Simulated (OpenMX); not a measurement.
The system is SiSe.

```
Si Se
1.0
     3.59520    0.00000    0.00000
    -1.79760    3.11353    0.00000
     0.00000    0.00000    3.59873
Si Se
1 1
Direct
  0.66667 0.33333 0.50000
  0.00000 0.00000 0.00000
```

The cell was built by a generator and needn't be a form met in nature.

Base run:

```yaml
Program: OpenMX 3.8.5
Functional: PBE
Potentials_or_basis: OpenMX 2013 PBE set, Si7.0-s2p2d1, Se7.0-s3p2d2, grid cutoff 300 Ry
k_mesh: 7 × 7 × 5
Occupations: fermi-dirac, width 0.05 eV
Spin: no spin polarisation
```

Its results: pressure -0.1 GPa.

Q: The run is repeated on the same cell with these changes: functional from PBE to LDA; potentials or basis from OpenMX 2013 PBE set, Si7.0-s2p2d1, Se7.0-s3p2d2, grid cutoff 300 Ry to OpenMX 2013 LDA set, Si7.0-s2p2d1, Se7.0-s3p2d2, grid cutoff 300 Ry. What comes out?

A: Pressure -4.2 GPa.

Caveats: the basis of atomic orbitals isn't converged, which shifts pressures, moduli and gaps.
